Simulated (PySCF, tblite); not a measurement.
# C₅H₁₀N₂OSi: geometry, infrared bands, NMR shifts and electronic excitations

Wanted: the infrared bands, NMR shifts and electronic excitations of C₅H₁₀N₂OSi (`COc1cccn1[SiH2]N`), by calculation.

Computed with tblite 0.8.0 and PySCF 2.14.0, with density-fitted response routines of our own, on a single molecule in the gas phase. Atoms are numbered from 0 throughout.

### 1 The starting structure

19 atoms, charge 0, multiplicity 1; geometry from: force field or distance geometry start.

Bonds of the start (Å): C0–O1 1.39, O1–C2 1.38, C2–C3 1.39, C3–C4 1.38, C4–C5 1.38, C5–N6 1.35, N6–Si7 1.81, Si7–N8 1.76, N6–C2 1.34, C0–H9 1.12, C0–H10 1.10, C0–H11 1.12, C3–H12 1.09, C4–H13 1.06, C5–H14 1.10, Si7–H15 1.48, Si7–H16 1.49, N8–H17 1.03, N8–H18 1.01.

### 2 Geometry optimisation with GFN2-xTB

The job: settings as JSON, then the geometry in Å.

```
{"job": {"kind": "relax", "xc": "GFN2-xTB", "basis": "xTB"}, "charge": 0, "multiplicity": 1}
C     -2.424000    -1.830900    -0.494300
O     -1.144200    -1.341900    -0.258400
C     -0.780600    -0.009400    -0.163100
C     -1.568600     1.128800    -0.303400
C     -0.779100     2.240800    -0.127000
C      0.487500     1.748400     0.090600
N      0.472200     0.400800     0.067600
Si     1.870300    -0.722600     0.317400
N      3.290400     0.126300    -0.296800
H     -3.223000    -1.373200     0.149400
H     -2.718400    -1.719500    -1.553000
H     -2.420100    -2.907600    -0.197300
H     -2.639800     1.165100    -0.480800
H     -1.007100     3.279500    -0.166300
H      1.385800     2.366400     0.268500
H      2.012300    -1.000700     1.766800
H      1.590800    -1.979900    -0.427200
H      3.508200     0.899600     0.355200
H      4.077500    -0.460700    -0.540000
```

Command:

```bash
$ OMP_NUM_THREADS=1 python probes_run.py task.json out
```

One launch serves the whole session: the jobs run in the order shown.

**Question.** This job is followed by: GFN2-xTB harmonic vibrations, gas phase; PBE0-D3(BJ)/def2-SVP geometry optimisation, gas phase; GIAO PBE0/pcSseg-1 NMR shielding, non-relativistic, gas phase; TDDFT PBE0/def2-SVPD, vertical, gas phase, core orbitals frozen in the response; GIAO CAM-B3LYP/pcSseg-1 NMR shielding, non-relativistic, gas phase. Predict these results of the whole session: strongest single infrared mode (GFN2-xTB); zero-point energy (GFN2-xTB); rotational constants (main isotopes); 13C shifts against TMS (PBE0/pcSseg-1); 1H shifts against TMS (PBE0/pcSseg-1, means over atoms taken as alike); 17O shifts against H2O (PBE0/pcSseg-1); 15N shifts against NH3 (PBE0/pcSseg-1); 29Si shifts against TMS (PBE0/pcSseg-1); lowest singlet (PBE0/def2-SVPD); brightest single state of those computed; lowest triplet; vertical ionisation energy (ΔSCF); range of the shift of C2.

The runs gave:

```
                                                              quantity                                   value
                             strongest single infrared mode (GFN2-xTB)                   2218 cm⁻¹, 354 km/mol
                                          zero-point energy (GFN2-xTB)                           90.3 kcal/mol
                                  rotational constants (main isotopes)                    2.18, 1.08, 0.73 GHz
                                13C shifts against TMS (PBE0/pcSseg-1)     156.3, 115.2, 114.7, 87.5, 55.6 ppm
1H shifts against TMS (PBE0/pcSseg-1, means over atoms taken as alike)  6.22, 6.18, 5.28, 5.12, 3.68, 0.86 ppm
                                17O shifts against H2O (PBE0/pcSseg-1)                                84.4 ppm
                                15N shifts against NH3 (PBE0/pcSseg-1)                         171.4, 14.2 ppm
                               29Si shifts against TMS (PBE0/pcSseg-1)                               -39.8 ppm
                                       lowest singlet (PBE0/def2-SVPD)             4.75 eV (261 nm), f = 0.002
                              brightest single state of those computed             state 5, 5.83 eV, f = 0.141
                                                        lowest triplet                                 4.06 eV
                                     vertical ionisation energy (ΔSCF)                                 7.28 eV
                                              range of the shift of C2                      156.3 to 161.3 ppm
```

In words: Over 118 steps the energy fell by 0.582 eV; of the close pairs, N6–Si7 changed most, 1.811 to 1.748 Å (GFN2-xTB). All 51 modes are real, so the xTB geometry is a minimum. The strongest single mode, at 2218 cm⁻¹, moves mainly H15. GFN2-xTB is a fitted tight-binding method: band positions and strengths are rough. Its intensities can rank the bands wrongly. Relaxing lowered the energy by 0.374 eV in 20 steps; the close pair that moved most is C3–H12, from 1.134 to 1.087 Å (PBE0/def2-SVP). At PBE0/pcSseg-1: Shielding is most anisotropic at C4 (span 175 ppm, paramagnetic term -188 ppm). NICS(1)zz of -25 ppm above the planar ring from C2 marks a diatropic (aromatic) ring current. The lowest singlet, at 4.75 eV, is HOMO→LUMO 0.98 and is weak; of the 10 states computed, the strongest absorption comes from state 5 at 5.83 eV. The lowest triplet lies 0.69 eV below the lowest singlet (triplets in Tamm-Dancoff, singlets in full TDDFT). The orbital energy would give 5.46 eV for ionisation, ΔSCF gives 7.28 eV. Across the 2 runs the shift of C2 moves most, between 156.3 (PBE0/pcSseg-1) and 161.3 ppm (CAM-B3LYP/pcSseg-1).
